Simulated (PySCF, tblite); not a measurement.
**C₆H₁₀FN: infrared bands and NMR shifts**

Wanted: the infrared bands and NMR shifts of C₆H₁₀FN (`[H]/N=C1\CC[C@H](F)[C@@H]1C`), by calculation.

Programs: tblite 0.8.0 and PySCF 2.14.0, with density-fitted response routines of our own. Each step states its level of theory. These are calculated values for one molecule in the gas phase, unless marked as measured. Atoms count from 0, in the outputs and in this text.

## 1. The starting structure

18 atoms, charge 0, multiplicity 1; geometry from: GFN2-xTB.

Bonds of the start (Å): C0–C1 1.52, C1–C2 1.51, C2–N3 1.25, C2–C4 1.51, C4–C5 1.53, C5–C6 1.53, C6–F7 1.38, C6–C1 1.53, C0–H8 1.09, C0–H9 1.09, C0–H10 1.09, C1–H11 1.10, N3–H12 1.02, C4–H13 1.09, C4–H14 1.09, C5–H15 1.09, C5–H16 1.09, C6–H17 1.09.

## 2. Harmonic vibrations with GFN2-xTB

Job settings and geometry (Å):

```
{"job": {"kind": "ir", "xc": "GFN2-xTB", "basis": "xTB"}, "charge": 0, "multiplicity": 1}
C      1.967552     0.422484     0.704396
C      0.843353    -0.109355    -0.175668
C     -0.184368     0.941875    -0.528399
N      0.151292     2.107077    -0.846605
C     -1.567830     0.340727    -0.414906
C     -1.336034    -1.161325    -0.249999
C      0.021121    -1.245434     0.446606
F     -0.152869    -1.031466     1.801346
H      2.412496     1.289149     0.225711
H      1.574505     0.722732     1.671760
H      2.726067    -0.341717     0.855273
H      1.267863    -0.480727    -1.115515
H     -0.616247     2.735823    -1.072876
H     -2.043536     0.753192     0.478937
H     -2.191432     0.588306    -1.274579
H     -1.269730    -1.652875    -1.220854
H     -2.112417    -1.646287     0.339498
H      0.501455    -2.225864     0.364217
```

**Question.** This job is followed by: GIAO PBE0/pcSseg-1 NMR shielding, non-relativistic, gas phase. What will the session give for the following? strongest single infrared mode (GFN2-xTB); zero-point energy (GFN2-xTB); 13C shifts against TMS (PBE0/pcSseg-1); 1H shifts against TMS (PBE0/pcSseg-1, means over atoms taken as alike); 15N shifts against NH3 (PBE0/pcSseg-1); 19F shifts against CFCl3 (PBE0/pcSseg-1).

**Answer**, as computed:

| quantity | value |
| --- | --- |
| strongest single infrared mode (GFN2-xTB) | 1762 cm⁻¹, 183 km/mol |
| zero-point energy (GFN2-xTB) | 94.8 kcal/mol |
| 13C shifts against TMS (PBE0/pcSseg-1) | 192.1, 99.4, 50.1, 36.5, 33.7, 13.1 ppm |
| 1H shifts against TMS (PBE0/pcSseg-1, means over atoms taken as alike) | 10.51, 5.20, 2.64, 2.30, 2.19, 2.18, 1.75, 1.37 ppm |
| 15N shifts against NH3 (PBE0/pcSseg-1) | 336.4 ppm |
| 19F shifts against CFCl3 (PBE0/pcSseg-1) | -226.5 ppm |

**Reading.** All 48 modes are real, so the xTB geometry is a minimum. The strongest single mode, at 1762 cm⁻¹, moves mainly C2 and N3. Unscaled tight-binding wavenumbers are off by several per cent, some by more. Its intensities can rank the bands wrongly. At PBE0/pcSseg-1: The widest tensor belongs to N3: span 610 ppm, with a paramagnetic part of -388 ppm.
